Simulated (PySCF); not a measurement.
# C₅H₄F₂O: NMR shifts and electronic excitations in gas and solvents

Aim: compute the NMR shifts and electronic excitations of C₅H₄F₂O (`FC(F)c1ccco1`), and see what a dielectric continuum does where one was used.

Computed with PySCF 2.14.0, with density-fitted response routines of our own, on a single molecule, in the gas phase or a continuum. Atoms count from 0, in the outputs and in this text.

### Step 1. The molecule as given

12 atoms, charge 0, multiplicity 1; geometry from: GFN2-xTB.

Bonds of the start (Å): F0–C1 1.36, C1–F2 1.36, C1–C3 1.49, C3–C4 1.37, C4–C5 1.41, C5–C6 1.36, C6–O7 1.34, O7–C3 1.35, C1–H8 1.10, C4–H9 1.07, C5–H10 1.07, C6–H11 1.07.

### Step 2. Optimising the geometry at PBE0-D3(BJ)/def2-SVP

The job: settings as JSON, then the geometry in Å.

```
{"job": {"xc": "PBE0", "basis": "def2-SVP", "d3": "d3bj", "grid": 1, "kind": "geom"}, "charge": 0, "multiplicity": 1}
F      2.390770    -0.389334     1.150229
C      1.874903    -0.180019    -0.088983
F      2.443465     0.973132    -0.528289
C      0.389177    -0.077097    -0.052459
C     -0.444823     0.775254     0.612870
C     -1.757586     0.386820     0.257316
C     -1.618384    -0.666362    -0.593617
O     -0.324554    -0.956059    -0.788219
H      2.209773    -0.999463    -0.742874
H     -0.152701     1.571432     1.266003
H     -2.671569     0.832067     0.591544
H     -2.337271    -1.271056    -1.109547
```

What it wrote:

```text
step   0  E = -466.98357423  max force = 0.011927
step   1  E = -466.98472663  max force = 0.004485
step   2  E = -466.98486231  max force = 0.002212
step   3  E = -466.98489737  max force = 0.001279
step   4  E = -466.98489628  max force = 0.002370
step   5  E = -466.98492382  max force = 0.000837
step   6  E = -466.98493107  max force = 0.000504
step   7  E = -466.98494238  max force = 0.000340
optimisation converged
```

It took 81 s on 1 thread, shared host.

Step by step:

```tsv
step	energy from step 0 (eV)	largest force component (eV/Å)
0	0.0000	0.6133
1	-0.0314	0.2306
2	-0.0351	0.1137
3	-0.0360	0.0658
4	-0.0360	0.1219
5	-0.0367	0.0430
6	-0.0369	0.0259
7	-0.0372	0.0175
```

Close pairs (by a distance rule), those that changed most:

```tsv
bond	before (Å)	after (Å)	change (Å)
C5–H10	1.070	1.088	+0.018
C4–H9	1.070	1.087	+0.017
C6–H11	1.072	1.087	+0.015
C4–C5	1.414	1.427	+0.013
C1–F2	1.359	1.351	-0.008
C6–O7	1.340	1.346	+0.006
F0–C1	1.359	1.354	-0.005
C5–C6	1.361	1.364	+0.003
```

The final coordinates are the input of the step that follows.

```tsv
at the end point	value
point group (found at 0.08 Å tolerance)	C1
rotational constants (GHz, main isotopes)	4.874, 1.381, 1.301
dipole moment (D)	2.21
```

### Step 3. NMR shieldings: PBE0/pcSseg-1 in acetone

The job: settings as JSON, then the geometry in Å.

```
{"job": {"kind": "nmr", "xc": "PBE0", "basis": "pcSseg-1", "solvent": "acetone", "pop": true}, "charge": 0, "multiplicity": 1}
F      2.242613    -0.793779     1.232234
C      1.865597    -0.312254     0.024668
F      2.542380     0.841232    -0.163488
C      0.398956    -0.071894    -0.025897
C     -0.416465     0.840447     0.577638
C     -1.739268     0.524714     0.144375
C     -1.616381    -0.552162    -0.684373
O     -0.325352    -0.916979    -0.790003
H      2.165144    -1.037787    -0.751322
H     -0.104572     1.637678     1.248289
H     -2.662774     1.032416     0.413630
H     -2.330578    -1.143147    -1.251677
```

Level: GIAO PBE0/pcSseg-1 NMR shielding, non-relativistic, IEF-PCM acetone.

What it wrote:

```text
coarse grid: 11168 points
cycle   1  E = -467.1198950019  dE =  1.524e+00  |g| = 7.487e-01  |ddm| = 3.271e+00
cycle   2  E = -467.0340493917  dE =  8.585e-02  |g| = 1.060e+00  |ddm| = 1.037e+00
cycle   3  E = -467.2161947024  dE = -1.821e-01  |g| = 6.158e-02  |ddm| = 6.180e-01
cycle   4  E = -467.2166967194  dE = -5.020e-04  |g| = 3.786e-02  |ddm| = 7.289e-02
cycle   5  E = -467.2170207407  dE = -3.240e-04  |g| = 8.316e-03  |ddm| = 3.377e-02
cycle   6  E = -467.2170347465  dE = -1.401e-05  |g| = 2.999e-03  |ddm| = 8.073e-03
cycle   7  E = -467.2170368277  dE = -2.081e-06  |g| = 3.104e-04  |ddm| = 2.437e-03
final grid: 111944 points
cycle   8  E = -467.2873194794  dE = -3.107e-05  |g| = 1.047e-02  |ddm| = 2.879e-02
cycle   9  E = -467.2872918883  dE =  2.759e-05  |g| = 1.647e-02  |ddm| = 1.534e-02
cycle  10  E = -467.2873393326  dE = -4.744e-05  |g| = 1.501e-03  |ddm| = 9.377e-03
cycle  11  E = -467.2873398147  dE = -4.821e-07  |g| = 3.201e-04  |ddm| = 1.263e-03
cycle  12  E = -467.2873398299  dE = -1.520e-08  |g| = 1.304e-04  |ddm| = 3.091e-04
cycle  13  E = -467.2873398332  dE = -3.243e-09  |g| = 2.158e-05  |ddm| = 9.435e-05
cycle  14  E = -467.2873398332  dE = -9.004e-11  |g| = 9.785e-06  |ddm| = 2.356e-05
converged SCF energy = -467.2873398332

GIAO shielding tensors (ppm)
atom      isotropic    diamagn.    paramagn.     s11        s22        s33       span
  0 F      297.409     471.711    -174.302    198.013    328.122    366.093    168.079
  1 C       71.515     234.141    -162.625     57.733     70.742     86.070     28.336
  2 F      310.961     471.673    -160.712    206.973    340.729    385.179    178.206
  3 C       30.846     261.425    -230.579    -42.339     34.334    100.543    142.882
  4 C       68.047     251.604    -183.557    -14.925     51.500    167.566    182.491
  5 C       66.520     255.595    -189.076    -19.150     59.842    158.867    178.017
  6 C       35.784     251.248    -215.464    -44.558     43.236    108.675    153.233
  7 O       28.474     398.270    -369.796   -108.743    -45.364    239.530    348.273
  8 H       24.437      25.853      -1.416     21.690     23.674     27.946      6.255
  9 H       23.947      31.374      -7.427     21.316     24.017     26.508      5.192
 10 H       24.258      30.031      -5.773     22.022     24.850     25.903      3.881
 11 H       23.541      28.956      -5.415     20.366     24.622     25.634      5.268
```

Wall time 24 s (1 thread, shared host).

The references, computed at this level on geometries of the same kind, shield at (ppm): 1H TMS 31.24, 13C TMS 185.4, 19F CFCl3 180.4, 17O H2O 342.8. Their shielding less the atom's gives the shift. The references are single molecules in the same continuum, so shifts against H2O, NH3, PH3, H3PO4 or CFCl3 are not on the usual liquid scales and can be off by tens of ppm. Atoms listed in one row are averaged.

```tsv
atoms	environment	σ (ppm)	δ (ppm)
C3	substituted aromatic carbon next to the ring oxygen	30.8	154.6
C6	aromatic CH next to the ring oxygen	35.8	149.6
C5	aromatic CH	66.5	118.9
C4	aromatic CH	68.0	117.4
C1	sp3 CH bonded to 2 F, on an aromatic ring	71.5	113.9
H11	hydrogen on an aromatic CH next to the ring oxygen	23.54	7.70
H9	hydrogen on an aromatic CH	23.95	7.29
H10	hydrogen on an aromatic CH	24.26	6.98
H8	hydrogen on an sp3 CH bonded to 2 F, on an aromatic ring	24.44	6.80
F0, F2	fluorine of a CF2 group	304.2	-123.8
O7	aromatic ring oxygen	28.5	314.3
```

Charges from the same density, by scheme (e):

```tsv
atoms	Mulliken	IAO	Hirshfeld	ESP fit
F0, F2	-0.31	-0.31	-0.12	-0.25
C1	0.62	0.43	0.14	0.40
C3	0.04	0.10	0.02	0.08
C4	-0.14	-0.20	-0.08	-0.19
C5	-0.17	-0.22	-0.08	-0.32
C6	0.15	0.01	0.02	0.00
O7	-0.38	-0.23	-0.06	-0.20
```

Mayer bond orders: F0–C1 0.96, C1–F2 0.96, C1–C3 1.01, C3–C4 1.52, C4–C5 1.27, C5–C6 1.59, C6–O7 1.09, O7–C3 1.04.

Ring of atoms C3, C4, C5, C6, O7: NICS(0) -12.3, NICS(1) -10.8, NICS(1)zz -27.4 ppm (means of both faces).

### Step 4. Shielding tensors: PBE0/pcSseg-1 in dichloromethane

Settings changed since step 3:

```diff
@@ -1,2 +1,2 @@
-{"job": {"kind": "nmr", "xc": "PBE0", "basis": "pcSseg-1", "solvent": "acetone", "pop": true}, "charge": 0, "multiplicity": 1}
+{"job": {"kind": "nmr", "xc": "PBE0", "basis": "pcSseg-1", "solvent": "dichloromethane", "pop": false}, "charge": 0, "multiplicity": 1}
 F      2.242613    -0.793779     1.232234
```

With the program's defaults for keys left out, this is: GIAO PBE0/pcSseg-1 NMR shielding, non-relativistic, IEF-PCM dichloromethane.

What it wrote:

```text
coarse grid: 11168 points
cycle   1  E = -467.1189056725  dE =  1.525e+00  |g| = 7.496e-01  |ddm| = 3.271e+00
cycle   2  E = -467.0321024363  dE =  8.680e-02  |g| = 1.063e+00  |ddm| = 1.043e+00
cycle   3  E = -467.2154620422  dE = -1.834e-01  |g| = 6.219e-02  |ddm| = 6.222e-01
cycle   4  E = -467.2159730681  dE = -5.110e-04  |g| = 3.846e-02  |ddm| = 7.469e-02
cycle   5  E = -467.2163090316  dE = -3.360e-04  |g| = 8.402e-03  |ddm| = 3.463e-02
cycle   6  E = -467.2163234109  dE = -1.438e-05  |g| = 3.021e-03  |ddm| = 8.184e-03
cycle   7  E = -467.2163255491  dE = -2.138e-06  |g| = 2.592e-04  |ddm| = 2.435e-03
final grid: 111944 points
cycle   8  E = -467.2866118696  dE = -3.055e-05  |g| = 1.065e-02  |ddm| = 2.875e-02
cycle   9  E = -467.2865824111  dE =  2.946e-05  |g| = 1.688e-02  |ddm| = 1.571e-02
cycle  10  E = -467.2866324104  dE = -5.000e-05  |g| = 1.546e-03  |ddm| = 9.694e-03
cycle  11  E = -467.2866329258  dE = -5.154e-07  |g| = 3.256e-04  |ddm| = 1.313e-03
cycle  12  E = -467.2866329416  dE = -1.583e-08  |g| = 1.315e-04  |ddm| = 3.149e-04
cycle  13  E = -467.2866329450  dE = -3.337e-09  |g| = 2.214e-05  |ddm| = 9.630e-05
cycle  14  E = -467.2866329451  dE = -9.288e-11  |g| = 1.003e-05  |ddm| = 2.428e-05
converged SCF energy = -467.2866329451

GIAO shielding tensors (ppm)
atom      isotropic    diamagn.    paramagn.     s11        s22        s33       span
  0 F      296.793     471.649    -174.856    197.450    327.603    365.327    167.877
  1 C       71.556     234.107    -162.551     57.638     70.902     86.128     28.490
  2 F      310.441     471.619    -161.178    206.551    340.352    384.421    177.870
  3 C       30.779     261.433    -230.654    -42.439     34.199    100.578    143.017
  4 C       68.083     251.626    -183.544    -14.840     51.620    167.468    182.308
  5 C       66.536     255.635    -189.099    -19.153     59.954    158.808    177.960
  6 C       36.036     251.276    -215.240    -44.174     43.625    108.656    152.830
  7 O       28.534     398.260    -369.726   -108.640    -45.290    239.532    348.172
  8 H       24.468      25.897      -1.428     21.733     23.703     27.969      6.237
  9 H       23.973      31.388      -7.416     21.343     24.039     26.536      5.193
 10 H       24.288      30.050      -5.761     22.065     24.884     25.916      3.850
 11 H       23.576      28.996      -5.420     20.414     24.655     25.658      5.244
```

It took 22 s on 1 thread, shared host.

This run: δ C3 154.5, C6 149.3, C5 118.8, C4 117.2, H11 7.67, H9 7.27 ppm.

### Step 5. Ultraviolet spectrum: CAM-B3LYP/def2-SVPD

Settings changed since step 4:

```diff
@@ -1,2 +1,2 @@
-{"job": {"kind": "nmr", "xc": "PBE0", "basis": "pcSseg-1", "solvent": "dichloromethane", "pop": false}, "charge": 0, "multiplicity": 1}
+{"job": {"kind": "uv", "xc": "CAM-B3LYP", "basis": "def2-SVPD", "dynamic": true, "nstates": 6, "ntriplets": 0}, "charge": 0, "multiplicity": 1}
 F      2.242613    -0.793779     1.232234
```

Method: TDDFT CAM-B3LYP/def2-SVPD, vertical, gas phase, core orbitals frozen in the response.

What it wrote:

```text
coarse grid: 11168 points
cycle   1  E = -467.1252060551  dE =  1.661e+00  |g| = 7.840e-01  |ddm| = 7.552e+00
cycle   2  E = -467.0875508526  dE =  3.766e-02  |g| = 9.723e-01  |ddm| = 1.982e+00
cycle   3  E = -467.2427353030  dE = -1.552e-01  |g| = 6.069e-02  |ddm| = 1.057e+00
cycle   4  E = -467.2432803979  dE = -5.451e-04  |g| = 3.111e-02  |ddm| = 1.677e-01
cycle   5  E = -467.2434799148  dE = -1.995e-04  |g| = 9.958e-03  |ddm| = 6.511e-02
cycle   6  E = -467.2435017872  dE = -2.187e-05  |g| = 3.398e-03  |ddm| = 2.559e-02
cycle   7  E = -467.2435041807  dE = -2.394e-06  |g| = 7.791e-04  |ddm| = 5.521e-03
final grid: 111944 points
cycle   8  E = -467.3248063762  dE = -3.185e-05  |g| = 4.416e-03  |ddm| = 8.604e-02
cycle   9  E = -467.3248055190  dE =  8.572e-07  |g| = 5.236e-03  |ddm| = 1.215e-02
cycle  10  E = -467.3248099491  dE = -4.430e-06  |g| = 3.382e-04  |ddm| = 5.124e-03
cycle  11  E = -467.3248099698  dE = -2.074e-08  |g| = 1.635e-04  |ddm| = 8.520e-04
cycle  12  E = -467.3248099760  dE = -6.237e-09  |g| = 4.668e-05  |ddm| = 3.531e-04
cycle  13  E = -467.3248099766  dE = -5.189e-10  |g| = 1.079e-05  |ddm| = 9.808e-05
converged SCF energy = -467.3248099766

Static polarisability (au): isotropic 60.873, principal 44.030 62.315 76.273

Singlet excitations
state   eV       nm        f      main configurations
  1   6.1282    202.3   0.23618   H->L 0.97
  2   6.9037    179.6   0.00117   H-1->L 0.55, H->L+4 0.42
  3   6.9323    178.9   0.00395   H->L+1 0.90
  4   7.6180    162.8   0.02631   H->L+2 0.83
  5   7.7798    159.4   0.00491   H->L+3 0.90
  6   8.0342    154.3   0.08450   H->L+6 0.45, H->L+4 0.12, H->L+5 0.10
```

It took 55 s on 1 thread, shared host.

Frontier orbitals and where they lie:

```tsv
orbital	eV	atoms
HOMO−3	-12.76	O7 41 %, C6 17 %, C5 14 %
HOMO−2	-11.64	F0 23 %, F2 21 %, C1 20 %
HOMO−1	-9.95	C4 28 %, C5 27 %, O7 24 %
HOMO	-8.48	C6 27 %, C3 27 %, C5 15 %
LUMO	0.58	C3 20 %, O7 18 %, C6 17 %
LUMO+1	1.37	C6 17 %, C5 14 %, O7 12 %
LUMO+2	1.83	C1 18 %, H8 13 %, H10 10 %
```

With each of the 6 states as a Gaussian band of 0.4 eV half-width at 1/e, the curve within the window shown has maxima at 203 nm (ε 9,600), 156 nm (ε 4,000) L/(mol cm). Beyond the last state computed it falls off for lack of states. The curve at chosen wavelengths:

```
 nm  ε (L/mol/cm)
149          2022
152          3288
155          3958
158          3756
161          2995
164          2112
167          1361
170           830
173           520
176           394
179           432
182           690
185          1311
188          2445
191          4111
194          6090
197          7951
200          9212
203          9555
206          8954
209          7645
212          5994
215          4346
218          2935
221          1857
224          1107
```

Ground-state properties from the same run:

```tsv
property	computed
dipole moment (D)	2.44
polarisability (Å³)	9.02
HOMO–LUMO gap (eV)	9.06
−ε(HOMO) (eV)	8.48
C6 with itself (au)	1642
```

### Step 6. TDDFT and polarisability: CAM-B3LYP/def2-SVPD in acetone

Settings changed since step 5:

```diff
@@ -1,2 +1,2 @@
-{"job": {"kind": "uv", "xc": "CAM-B3LYP", "basis": "def2-SVPD", "dynamic": true, "nstates": 6, "ntriplets": 0}, "charge": 0, "multiplicity": 1}
+{"job": {"kind": "uv", "xc": "CAM-B3LYP", "basis": "def2-SVPD", "solvent": "acetone", "nstates": 6, "ntriplets": 0}, "charge": 0, "multiplicity": 1}
 F      2.242613    -0.793779     1.232234
```

Method: TDDFT CAM-B3LYP/def2-SVPD, vertical, IEF-PCM acetone (non-equilibrium linear response), core orbitals frozen in the response.

What it wrote:

```text
coarse grid: 11168 points
cycle   1  E = -467.1352855877  dE =  1.652e+00  |g| = 7.743e-01  |ddm| = 7.598e+00
cycle   2  E = -467.1042043737  dE =  3.108e-02  |g| = 9.416e-01  |ddm| = 1.904e+00
cycle   3  E = -467.2497994213  dE = -1.456e-01  |g| = 6.049e-02  |ddm| = 1.043e+00
cycle   4  E = -467.2503438951  dE = -5.445e-04  |g| = 3.106e-02  |ddm| = 1.631e-01
cycle   5  E = -467.2505383901  dE = -1.945e-04  |g| = 1.010e-02  |ddm| = 5.957e-02
cycle   6  E = -467.2505593560  dE = -2.097e-05  |g| = 3.368e-03  |ddm| = 2.143e-02
cycle   7  E = -467.2505615237  dE = -2.168e-06  |g| = 6.373e-04  |ddm| = 4.940e-03
final grid: 111944 points
cycle   8  E = -467.3318255100  dE = -3.217e-05  |g| = 4.434e-03  |ddm| = 8.619e-02
cycle   9  E = -467.3318247936  dE =  7.165e-07  |g| = 5.170e-03  |ddm| = 1.162e-02
cycle  10  E = -467.3318290992  dE = -4.306e-06  |g| = 3.462e-04  |ddm| = 4.824e-03
cycle  11  E = -467.3318291205  dE = -2.135e-08  |g| = 1.663e-04  |ddm| = 8.382e-04
cycle  12  E = -467.3318291262  dE = -5.690e-09  |g| = 5.786e-05  |ddm| = 3.187e-04
cycle  13  E = -467.3318291269  dE = -6.222e-10  |g| = 9.143e-06  |ddm| = 8.821e-05
converged SCF energy = -467.3318291269

Static polarisability (au): isotropic 79.078, principal 57.492 83.532 96.209

Singlet excitations
state   eV       nm        f      main configurations
  1   6.0194    206.0   0.28110   H->L 0.97
  2   6.9157    179.3   0.00133   H->L+1 0.79, H->L+2 0.15
  3   6.9187    179.2   0.00298   H-1->L 0.57, H->L+4 0.34
  4   7.6048    163.0   0.03893   H->L+2 0.76, H->L+1 0.13
  5   7.8994    157.0   0.04504   H->L+3 0.91
  6   7.9520    155.9   0.41574   H->L+4 0.59, H-1->L 0.34
```

Wall time 53 s (1 thread, shared host).

This run: HOMO -8.33 eV, LUMO 0.72 eV; lowest singlet 6.02 eV.

### Step 7. Ultraviolet spectrum: CAM-B3LYP/def2-SVPD in dichloromethane

Settings changed since step 6:

```diff
@@ -1,2 +1,2 @@
-{"job": {"kind": "uv", "xc": "CAM-B3LYP", "basis": "def2-SVPD", "solvent": "acetone", "nstates": 6, "ntriplets": 0}, "charge": 0, "multiplicity": 1}
+{"job": {"kind": "uv", "xc": "CAM-B3LYP", "basis": "def2-SVPD", "solvent": "dichloromethane", "nstates": 6, "ntriplets": 0}, "charge": 0, "multiplicity": 1}
 F      2.242613    -0.793779     1.232234
```

Level: TDDFT CAM-B3LYP/def2-SVPD, vertical, IEF-PCM dichloromethane (non-equilibrium linear response), core orbitals frozen in the response.

What it wrote:

```text
coarse grid: 11168 points
cycle   1  E = -467.1343421982  dE =  1.653e+00  |g| = 7.752e-01  |ddm| = 7.594e+00
cycle   2  E = -467.1026050776  dE =  3.174e-02  |g| = 9.444e-01  |ddm| = 1.907e+00
cycle   3  E = -467.2490888241  dE = -1.465e-01  |g| = 6.037e-02  |ddm| = 1.044e+00
cycle   4  E = -467.2496307305  dE = -5.419e-04  |g| = 3.101e-02  |ddm| = 1.638e-01
cycle   5  E = -467.2498249043  dE = -1.942e-04  |g| = 1.008e-02  |ddm| = 6.008e-02
cycle   6  E = -467.2498458967  dE = -2.099e-05  |g| = 3.391e-03  |ddm| = 2.185e-02
cycle   7  E = -467.2498480985  dE = -2.202e-06  |g| = 6.460e-04  |ddm| = 4.957e-03
final grid: 111944 points
cycle   8  E = -467.3311160599  dE = -3.214e-05  |g| = 4.430e-03  |ddm| = 8.619e-02
cycle   9  E = -467.3311153321  dE =  7.278e-07  |g| = 5.173e-03  |ddm| = 1.160e-02
cycle  10  E = -467.3311196446  dE = -4.313e-06  |g| = 3.450e-04  |ddm| = 4.834e-03
cycle  11  E = -467.3311196658  dE = -2.122e-08  |g| = 1.651e-04  |ddm| = 8.380e-04
cycle  12  E = -467.3311196715  dE = -5.673e-09  |g| = 5.684e-05  |ddm| = 3.206e-04
cycle  13  E = -467.3311196721  dE = -5.987e-10  |g| = 9.217e-06  |ddm| = 8.680e-05
converged SCF energy = -467.3311196721

Static polarisability (au): isotropic 76.890, principal 55.585 80.927 94.157

Singlet excitations
state   eV       nm        f      main configurations
  1   6.0085    206.3   0.28702   H->L 0.97
  2   6.9140    179.3   0.00260   H-1->L 0.55, H->L+4 0.34
  3   6.9155    179.3   0.00184   H->L+1 0.77, H->L+2 0.13
  4   7.6050    163.0   0.03984   H->L+2 0.77, H->L+1 0.12
  5   7.8856    157.2   0.06060   H->L+3 0.91
  6   7.9297    156.4   0.41679   H->L+4 0.59, H-1->L 0.33
```

Run time: 50 s. Hardware: 1 thread, shared host.

In short: HOMO -8.34 eV, LUMO 0.71 eV; lowest singlet 6.01 eV.

### Step 8. Comparing the runs: NMR shifts

Shifts (ppm) of some atoms, chosen among heavy atoms and hydrogens apart, means over like atoms, with basis size and wall time:

```tsv
run	C6	C4	C1	H11	H8	F0	O7	functions	time
PBE0/pcSseg-1 in acetone	149.6	117.4	113.9	7.70	6.80	-123.8	314.3	156	24 s
PBE0/pcSseg-1 in dichloromethane	149.3	117.2	113.8	7.67	6.77	-123.5	313.5	156	22 s
```

The continuum's effect on the ground state:

```tsv
solvent	ε	polarisation energy (Eh)	μ (D)
dichloromethane	8.93	-0.0069	2.71
acetone	20.49	-0.0077	2.75
```

### Step 9. Comparing the runs: electronic excitations

Excitations and ground-state properties, with basis size and wall time:

```tsv
run	lowest singlet (eV)	brightest (eV)	f	gap (eV)	α (Å³)	μ (D)	functions	time
CAM-B3LYP/def2-SVPD	6.13	6.13	0.236	9.06	9.02	2.44	201	55 s
CAM-B3LYP/def2-SVPD in acetone	6.02	7.95	0.416	9.05	11.72	2.96	201	53 s
CAM-B3LYP/def2-SVPD in dichloromethane	6.01	7.93	0.417	9.05	11.39	2.91	201	50 s
```

The continuum's effect on the ground state:

```tsv
solvent	ε	polarisation energy (Eh)	μ (D)
dichloromethane	8.93	-0.0070	2.91
acetone	20.49	-0.0079	2.96
```

### Step 10. What came out

| quantity | value |
| --- | --- |
| point group | C1 |
| rotational constants (main isotopes) | 4.87, 1.38, 1.30 GHz |
| 13C shifts against TMS (PBE0/pcSseg-1, acetone) | 154.6, 149.6, 118.9, 117.4, 113.9 ppm |
| 1H shifts against TMS (PBE0/pcSseg-1, acetone) | 7.70, 7.29, 6.98, 6.80 ppm |
| 19F shifts against CFCl3 (PBE0/pcSseg-1, acetone, means over atoms taken as alike) | -123.8 ppm |
| 17O shifts against H2O (PBE0/pcSseg-1, acetone) | 314.3 ppm |
| lowest singlet (CAM-B3LYP/def2-SVPD) | 6.13 eV (202 nm), f = 0.236 |
| range of the shift of O7 | 313.5 to 314.3 ppm |
| range of the lowest singlet | 6.01 to 6.13 eV |

Relaxing lowered the energy by 0.037 eV in 7 steps; the close pair that moved most is C5–H10, from 1.070 to 1.088 Å. At PBE0/pcSseg-1: Shielding is most anisotropic at O7 (span 348 ppm, paramagnetic term -370 ppm). NICS(1)zz of -27 ppm above the planar ring from C3 marks a diatropic (aromatic) ring current. The first singlet state (HOMO→LUMO 0.97) lies at 6.13 eV and is bright. Across the 2 runs the shift of O7 moves most, between 313.5 (PBE0/pcSseg-1 in dichloromethane) and 314.3 ppm (PBE0/pcSseg-1 in acetone). Most of that comes from the computed reference, not from the atom's own shielding. The continuum holds electrostatics alone: no hydrogen bonds to the solvent, and the gas-phase geometry is kept. The lowest singlet runs from 6.01 eV (CAM-B3LYP/def2-SVPD in dichloromethane) to 6.13 eV (CAM-B3LYP/def2-SVPD), while the orbital gap spans 9.05 to 9.06 eV. The lowest state need not be the same one in every run. The runs solved for a few states only, so the brightest column depends on that window.
